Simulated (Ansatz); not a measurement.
# C2H6BFSi: a ladder of functionals and wavefunction methods

One table from this session's results is given with a row withheld; the runs are named, their logs left out.

Method: functionals in def2-TZVPP, the program's frozen cores in correlated methods; program: Ansatz 0.2.0, Gaussian basis.

Levels to be run: LDA (SPW92), PBE-D4, revPBE-D4, BLYP-D4, r2SCAN-D4, B97M-V, PBE0-D4, B3LYP-D4, r2SCANh-D4, r2SCAN0-D4, HSE06-D4, BHLYP-D4, CAM-B3LYP-D4, LC-ωPBE, ωB97X-V, ωB97M-V, B2PLYP, PBE-QIDH; CCSD(T)/def2-SVP; CCSD(T)/def2-TZVPP; MP2/def2-QZVPP; extrapolation to the limit; RPA on PBE.

## The relaxed structure

All runs share one geometry, relaxed beforehand with PBE0-D4 in a triple-zeta def2 set.

SMILES `C=C[SiH2]BF`, 11 atoms, charge 0, spin multiplicity 1.

Atoms are counted from 1 here; the program's logs count them from 0.

Bond lengths: C1–C2 1.331 Å, C1–H6 1.087 Å, C1–H7 1.085 Å, C2–Si3 1.863 Å, C2–H8 1.090 Å, Si3–B4 2.035 Å, Si3–H9 1.494 Å, Si3–H10 1.494 Å, B4–F5 1.324 Å, B4–H11 1.204 Å. Angles: C2–C1–H6 121.8°, C2–C1–H7 122.2°, H6–C1–H7 116.0°, C1–C2–Si3 124.3°, C1–C2–H8 117.8°, Si3–C2–H8 117.9°, C2–Si3–B4 115.9°, C2–Si3–H9 110.1°, C2–Si3–H10 110.1°, B4–Si3–H9 107.3°, B4–Si3–H10 107.3°, H9–Si3–H10 105.5°, Si3–B4–F5 122.5°, Si3–B4–H11 121.8°, F5–B4–H11 115.7°.

Geometry (Å):

```xyz
11
charge 0, multiplicity 1
C    -0.5780    1.6781   -0.5545
C    -0.7670    0.4364   -0.9943
Si   -0.0261   -1.0812   -0.2076
B     1.1247   -0.7580    1.4390
F     1.3494    0.4538    1.9228
H    -1.0310    2.5347   -1.0465
H     0.0351    1.8968    0.3140
H    -1.3970    0.2988   -1.8727
H     0.8149   -1.8167   -1.1999
H    -1.1065   -2.0358    0.1848
H     1.6470   -1.6641    2.0356
```

The first run:

Input file in.yaml:

```yaml
crystal:
  periodic: [false, false, false]
  atoms:
    - {symbol: C, position_ang: [-0.578040, 1.678133, -0.554521]}
    - {symbol: C, position_ang: [-0.767035, 0.436364, -0.994268]}
    - {symbol: Si, position_ang: [-0.026099, -1.081156, -0.207634]}
    - {symbol: B, position_ang: [1.124704, -0.757959, 1.438960]}
    - {symbol: F, position_ang: [1.349432, 0.453805, 1.922811]}
    - {symbol: H, position_ang: [-1.031035, 2.534718, -1.046508]}
    - {symbol: H, position_ang: [0.035138, 1.896754, 0.314026]}
    - {symbol: H, position_ang: [-1.397013, 0.298837, -1.872654]}
    - {symbol: H, position_ang: [0.814946, -1.816697, -1.199895]}
    - {symbol: H, position_ang: [-1.106486, -2.035775, 0.184758]}
    - {symbol: H, position_ang: [1.646989, -1.664123, 2.035624]}
basis:
  gaussian: {orbitals: def2-TZVPP}
hamiltonian: {xc: lda}
output: {orbitals: {seedname: orbitals}}
```

The run is started by

```bash
> ansatz run in.yaml --threads 4 --pin off --events-out ev --progress --plain --max-ram 10444MiB
```

Steps of the session up to this table: LDA; PBE-D4 (GGA); revPBE-D4 (GGA); BLYP-D4 (GGA); r2SCAN-D4 (meta-GGA); B97M-V (meta-GGA); PBE0-D4 (hybrid); B3LYP-D4 (hybrid); r2SCANh-D4 (hybrid); r2SCAN0-D4 (hybrid); HSE06-D4 (hybrid); BHLYP-D4 (hybrid); CAM-B3LYP-D4 (range-separated); LC-ωPBE (range-separated); ωB97X-V (range-separated); ωB97M-V (range-separated); B2PLYP (double hybrid); PBE-QIDH (double hybrid).

One of the session's tables, all rows but one given; the rest of the session is left out.

It belongs to the step «Orbital energies across the functionals». 

| functional | HOMO (eV) | LUMO (eV) | gap (eV) |
| --- | --- | --- | --- |
| LDA (SPW92) | -6.74 | -2.90 | 3.84 |
| PBE-D4 | -6.65 | -2.63 | 4.02 |
| revPBE-D4 | -6.61 | -2.52 | 4.09 |
| BLYP-D4 | -6.57 | -2.47 | 4.10 |
| r2SCAN-D4 | ? | ? | ? |
| B97M-V | -7.02 | -2.47 | 4.55 |
| PBE0-D4 | -7.97 | -1.64 | 6.34 |
| B3LYP-D4 | -7.77 | -1.85 | 5.92 |
| r2SCANh-D4 | -7.42 | -1.98 | 5.44 |
| r2SCAN0-D4 | -8.15 | -1.46 | 6.68 |
| HSE06-D4 | -7.57 | -2.02 | 5.55 |
| BHLYP-D4 | -8.94 | -0.58 | 8.36 |
| CAM-B3LYP-D4 | -9.32 | -0.50 | 8.82 |
| LC-ωPBE | -10.68 | 0.72 | 11.40 |
| ωB97X-V | -10.34 | 0.61 | 10.94 |
| ωB97M-V | -10.16 | 0.36 | 10.52 |

**Question.** Estimate the row for r2SCAN-D4.

Worked estimate for «HOMO (eV)». Against the share of exact exchange, r2SCANh-D4 (0.1, -7.42), r2SCAN0-D4 (0.25, -8.15) give a slope of -4.87 per unit share; at 0 the line stands at -6.93.

The run gave: HOMO (eV): -6.93; LUMO (eV): -2.33; gap (eV): 4.60. In «HOMO (eV)» the line misses by 0.00.
